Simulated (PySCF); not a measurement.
**[Hf(BH4)2]2+: a change of charge**

How does [Hf(BH4)2]2+ respond at fixed geometry? The runs cover a change of charge. It is a constructed species; whether it can be made isn't addressed.

The runs use PySCF 2.14.0; PBE0, Hf def2-SVP with ECP60, B def2-SVP, H def2-SVP; scalar-relativistic core potentials, no spin–orbit coupling.

1 further run of the same task is left out (for a known fault of the program).

## Step 1: The system as given

11 atoms, charge 2, spin multiplicity 1.

Bond lengths: Hf1–B2 2.222 Å, Hf1–H4 1.948 Å, Hf1–H5 2.079 Å, Hf1–H6 1.946 Å, Hf1–B7 2.222 Å, Hf1–H9 1.948 Å, Hf1–H10 2.079 Å, Hf1–H11 1.946 Å, B2–H3 1.195 Å, B2–H4 1.317 Å, B2–H5 1.274 Å, B2–H6 1.316 Å, B7–H8 1.195 Å, B7–H9 1.317 Å, B7–H10 1.274 Å, B7–H11 1.316 Å. Angles: B2–Hf1–H4 36.1°, B2–Hf1–H5 34.3°, B2–Hf1–H6 36.1°, B2–Hf1–B7 115.2°, B2–Hf1–H9 88.7°, B2–Hf1–H10 148.2°, B2–Hf1–H11 100.5°, H4–Hf1–H5 60.2°, H4–Hf1–H6 60.9°, H4–Hf1–B7 88.7°, H4–Hf1–H9 78.4°, H4–Hf1–H10 122.0°, H4–Hf1–H11 65.2°, H5–Hf1–H6 59.9°, H5–Hf1–B7 148.2°, H5–Hf1–H9 122.0°, H5–Hf1–H10 177.5°, H5–Hf1–H11 121.8° and more.

Geometry (Å):

```xyz
11
B2H8Hf
Hf    0.0000    0.0000   -0.3599
B     1.8757   -0.0178    0.8305
H     2.7753    0.0122    1.6167
H     0.8983   -0.8411    1.1498
H     2.0614   -0.2688   -0.4050
H     1.1518    1.0802    0.7780
B    -1.8757    0.0178    0.8305
H    -2.7753   -0.0122    1.6167
H    -0.8983    0.8411    1.1498
H    -2.0614    0.2688   -0.4050
H    -1.1518   -1.0802    0.7780
```

Formal oxidation states: Hf +4. An earlier session relaxed this geometry at PBE0, Hf def2-SVP with ECP60, B def2-SVP, H def2-SVP (singlet, point group C2).

Its energy there is -101.594380 Eh.

## Step 2: One electron removed, multiplicity 2

The input, run.py (the lines that set the calculation):

```python
mol = gto.M(atom='''
Hf     0.00000     0.00000    -0.35992
B      1.87567    -0.01782     0.83050
H      2.77532     0.01224     1.61671
H      0.89828    -0.84112     1.14977
H      2.06140    -0.26878    -0.40496
H      1.15179     1.08021     0.77796
B     -1.87567     0.01782     0.83050
H     -2.77532    -0.01224     1.61671
H     -0.89828     0.84112     1.14977
H     -2.06140     0.26878    -0.40496
H     -1.15179    -1.08021     0.77796''',
    basis={'Hf': 'def2-SVP', 'B': 'def2-SVP', 'H': 'def2-SVP'},
    ecp={'Hf': 'def2-SVP'},
    charge=3, spin=1)
mf = dft.UKS(mol, xc='PBE0')
mf.grids.atom_grid = (50, 194)
mf = mf.density_fit()  # fitting sets: Hf def2-universal-JKFIT, B def2-universal-JKFIT, H def2-universal-JKFIT
mf.conv_tol = 1e-08; mf.max_cycle = 55
mf.kernel(dm0)  # dm0: the density of the relaxed state
```

Command:

```bash
$ OMP_NUM_THREADS=2 python run.py
```

The log of the run:

```text
init E= -101.602213176926
  HOMO = -0.749301897445  LUMO = -0.737481459109  gap/eV = 0.32165
cycle= 1 E= -100.741160261006  delta_E= 0.861  |g|= 0.165  |ddm|= 0.522
  HOMO = -1.00459180354  LUMO = -0.958098959196  gap/eV = 1.26513
cycle= 2 E= -100.7433216525  delta_E= -0.00216  |g|= 0.173  |ddm|= 0.413
  HOMO = -0.965079137628  LUMO = -0.919936655581  gap/eV = 1.22839
cycle= 3 E= -100.763365693328  delta_E= -0.02  |g|= 0.0585  |ddm|= 0.246
  HOMO = -0.958404430069  LUMO = -0.912293875295  gap/eV = 1.25473
cycle= 4 E= -100.765710433632  delta_E= -0.00234  |g|= 0.00896  |ddm|= 0.0756
  HOMO = -0.956828511748  LUMO = -0.910237834593  gap/eV = 1.26780
cycle= 5 E= -100.765789953378  delta_E= -7.95e-05  |g|= 0.00216  |ddm|= 0.0162
  HOMO = -0.956759531651  LUMO = -0.909889384046  gap/eV = 1.27540
cycle= 6 E= -100.765800808298  delta_E= -1.09e-05  |g|= 0.00108  |ddm|= 0.00684
  HOMO = -0.95677757424  LUMO = -0.909813243244  gap/eV = 1.27796
cycle= 7 E= -100.765803688907  delta_E= -2.88e-06  |g|= 0.00057  |ddm|= 0.00294
  HOMO = -0.956847904502  LUMO = -0.909778036096  gap/eV = 1.28084
cycle= 8 E= -100.765805765248  delta_E= -2.08e-06  |g|= 0.000282  |ddm|= 0.0035
  HOMO = -0.956898585159  LUMO = -0.909736757953  gap/eV = 1.28334
cycle= 9 E= -100.765806586642  delta_E= -8.21e-07  |g|= 0.000159  |ddm|= 0.00281
  HOMO = -0.956928746757  LUMO = -0.909718330807  gap/eV = 1.28466
cycle= 10 E= -100.765806749816  delta_E= -1.63e-07  |g|= 2.49e-05  |ddm|= 0.00169
  HOMO = -0.956931226207  LUMO = -0.909718199245  gap/eV = 1.28473
cycle= 11 E= -100.765806751731  delta_E= -1.92e-09  |g|= 8.55e-06  |ddm|= 0.000124
  HOMO = -0.956931007794  LUMO = -0.909717785425  gap/eV = 1.28474
Extra cycle  E= -100.765806751858  delta_E= -1.27e-10  |g|= 6.05e-06  |ddm|= 2.22e-05
converged SCF energy = -100.765806751858  <S^2> = 0.75910648  2S+1 = 2.0090858
```

It took 3.4 s on 2 threads of Arm Neoverse V1, shared host.

It gives: E = -100.765807 Eh (+22.547 eV from the relaxed state), HOMO -26.04 eV, LUMO -24.75 eV (over both spins), ⟨S²⟩ = 0.759, Mulliken charge on Hf1 +1.62 e. 

## Step 3: One electron added, multiplicity 2

run.py (the lines that set the calculation), as its differences from that of step 2:

```diff
@@ -14,3 +14,3 @@
     ecp={'Hf': 'def2-SVP'},
-    charge=3, spin=1)
+    charge=1, spin=1)
 mf = dft.UKS(mol, xc='PBE0')
```

Command:

```bash
$ OMP_NUM_THREADS=2 python run.py
```

The log of the run:

```text
init E= -101.601169953679
  HOMO = -0.553823961902  LUMO = -0.545921583432  gap/eV = 0.21503
cycle= 1 E= -102.024267092854  delta_E= -0.423  |g|= 0.257  |ddm|=  1.1
  HOMO = -0.314033113689  LUMO = -0.221212449785  gap/eV = 2.52578
cycle= 2 E= -101.998713281685  delta_E= 0.0256  |g|= 0.324  |ddm|= 0.887
  HOMO = -0.39860811444  LUMO = -0.281256928342  gap/eV = 3.19329
cycle= 3 E= -102.07539767071  delta_E= -0.0767  |g|= 0.0307  |ddm|= 0.538
  HOMO = -0.405996181917  LUMO = -0.284267236776  gap/eV = 3.31241
cycle= 4 E= -102.075989251632  delta_E= -0.000592  |g|= 0.0129  |ddm|= 0.0526
  HOMO = -0.407478152815  LUMO = -0.284416117727  gap/eV = 3.34869
cycle= 5 E= -102.076111750927  delta_E= -0.000122  |g|= 0.0021  |ddm|= 0.0291
  HOMO = -0.407567396318  LUMO = -0.284084225092  gap/eV = 3.36015
cycle= 6 E= -102.076117982427  delta_E= -6.23e-06  |g|= 0.000754  |ddm|= 0.00946
  HOMO = -0.407645704256  LUMO = -0.284065836909  gap/eV = 3.36278
cycle= 7 E= -102.076120301977  delta_E= -2.32e-06  |g|= 0.000364  |ddm|= 0.00754
  HOMO = -0.407682370033  LUMO = -0.284058289704  gap/eV = 3.36398
cycle= 8 E= -102.076120983063  delta_E= -6.81e-07  |g|= 0.000159  |ddm|= 0.00459
  HOMO = -0.407709858584  LUMO = -0.284083634599  gap/eV = 3.36404
cycle= 9 E= -102.076121192542  delta_E= -2.09e-07  |g|= 6.83e-05  |ddm|= 0.00304
  HOMO = -0.407721108041  LUMO = -0.284097038233  gap/eV = 3.36398
cycle= 10 E= -102.076121229289  delta_E= -3.67e-08  |g|= 2.09e-05  |ddm|= 0.00145
  HOMO = -0.407725492827  LUMO = -0.284100493581  gap/eV = 3.36401
cycle= 11 E= -102.076121232516  delta_E= -3.23e-09  |g|= 3.11e-06  |ddm|= 0.000511
  HOMO = -0.407725929662  LUMO = -0.284100883482  gap/eV = 3.36401
Extra cycle  E= -102.076121232549  delta_E= -3.25e-11  |g|= 1.56e-06  |ddm|= 1.89e-05
converged SCF energy = -102.076121232549  <S^2> = 0.75214624  2S+1 = 2.0021451
```

Run time: 3.5 s. Hardware: 2 threads of Arm Neoverse V1, shared host.

It gives: E = -102.076121 Eh (-13.109 eV from the relaxed state), HOMO -11.09 eV, LUMO -7.73 eV (over both spins), ⟨S²⟩ = 0.752, Mulliken charge on Hf1 +0.96 e. 

## Step 4: The states side by side

| state | energy from the relaxed state (eV) | ⟨S²⟩ | time |
| --- | --- | --- | --- |
| charge +2, singlet, vacuum (relaxed) | 0 | 0.00 |  |
| charge +1, doublet, vacuum | -13.11 | 0.75 | 3.5 s |
| charge +3, doublet, vacuum | 22.55 | 0.76 | 3.4 s |

An electron taken off or put on is at rest in vacuum. 

Removing an electron vertically costs 22.55 eV (doublet), against −HOMO = 20.31 eV. Adding an electron vertically releases 13.11 eV (doublet). The bases are small and lack diffuse functions. Spin–orbit coupling is left out.
